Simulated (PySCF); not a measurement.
# B3ErH12 (Er(BH4)3): the cost of one run

The runs use PySCF 2.14.0; several levels, as the steps say, no spin–orbit coupling.

5 further runs of the same task are left out: 2 for a known fault of the program, 3 that didn't finish.

## 1. Starting geometry

16 atoms, charge 0, spin multiplicity 1.

Bond lengths: Er1–B2 2.412 Å, Er1–H4 2.226 Å, Er1–H5 2.226 Å, Er1–H6 2.265 Å, Er1–B7 2.412 Å, Er1–H9 2.226 Å, Er1–H10 2.226 Å, Er1–H11 2.265 Å, Er1–B12 2.412 Å, Er1–H14 2.226 Å, Er1–H15 2.226 Å, Er1–H16 2.265 Å, B2–H3 1.204 Å, B2–H4 1.261 Å, B2–H5 1.261 Å, B2–H6 1.248 Å, B7–H8 1.204 Å, B7–H9 1.261 Å and more. Angles: B2–Er1–H4 31.2°, B2–Er1–H5 31.2°, B2–Er1–H6 30.7°, B2–Er1–B7 120.0°, B2–Er1–H9 101.7°, B2–Er1–H10 101.7°, B2–Er1–H11 150.7°, B2–Er1–B12 120.0°, B2–Er1–H14 130.8°, B2–Er1–H15 130.8°, B2–Er1–H16 89.3°, H4–Er1–H5 53.2°, H4–Er1–H6 53.0°, H4–Er1–B7 130.8°, H4–Er1–H9 101.5°, H4–Er1–H10 126.9°, H4–Er1–H11 150.9°, H4–Er1–B12 101.7° and more.

Geometry (Å):

```
Er    0.00000    0.00000    0.00000
B     2.41221    0.01440    0.00000
H     3.61561   -0.01689    0.00000
H     1.90743   -0.56832    0.99764
H     1.90743   -0.56832   -0.99764
H     1.93948    1.16954    0.00000
B    -1.21857    2.08183    0.00000
H    -1.79318    3.13965    0.00000
H    -0.46153    1.93604    0.99764
H    -0.46153    1.93604   -0.99764
H    -1.98259    1.09487    0.00000
B    -1.19364   -2.09623    0.00000
H    -1.82243   -3.12276    0.00000
H    -1.44590   -1.36772    0.99764
H    -1.44590   -1.36772   -0.99764
H     0.04311   -2.26441    0.00000
```

Formal oxidation states: Er +3. Each metal's 11 4f electrons lie in its core potential, so multiplicities, spins and levels count the valence alone. An earlier session relaxed this geometry at PBE0, Er lcecp-1-SVP with ECP57, B def2-SVP, H def2-SVP (singlet, point group C3h).

At PBE0 on the finer grid: E = -119.865253 Eh, HOMO -9.53 eV, LUMO -2.67 eV, Mulliken charge on Er1 +0.60 e, largest force component 0.016 eV/Å. 

Levels to run: CAM-B3LYP; HF; PBE; TPSSh; PBE0, TZVP. Hardware: 4 threads of Arm Neoverse V2, shared host.

## 2. CAM-B3LYP

File run.py (the lines that set the calculation):

```python
mol = gto.M(atom='''
Er     0.00000     0.00000     0.00000
B      2.41221     0.01440     0.00000
H      3.61561    -0.01689     0.00000
H      1.90743    -0.56832     0.99764
H      1.90743    -0.56832    -0.99764
H      1.93948     1.16954     0.00000
B     -1.21857     2.08183     0.00000
H     -1.79318     3.13965     0.00000
H     -0.46153     1.93604     0.99764
H     -0.46153     1.93604    -0.99764
H     -1.98259     1.09487     0.00000
B     -1.19364    -2.09623     0.00000
H     -1.82243    -3.12276     0.00000
H     -1.44590    -1.36772     0.99764
H     -1.44590    -1.36772    -0.99764
H      0.04311    -2.26441     0.00000''',
    basis={'Er': 'lcecp-1-SVP', 'B': 'def2-SVP', 'H': 'def2-SVP'},
    ecp={'Er': 'lcecp-1-SVP'},
    charge=0, spin=0)
mf = dft.RKS(mol, xc='CAMB3LYP')
mf.grids.atom_grid = (75, 302)  # f atoms: unpruned, at least (60, 302)
mf = mf.density_fit()  # fitting sets: Er AutoAux, B def2-universal-JKFIT, H def2-universal-JKFIT
mf.conv_tol = 1e-08; mf.max_cycle = 55
mf.kernel(dm0)  # dm0: the density of the relaxed state
```

Started as:

```bash
$ OMP_NUM_THREADS=4 python run.py
```

**Question.** How long does this run take on 4 threads of Arm Neoverse V2, shared host?

About 7.5 s.
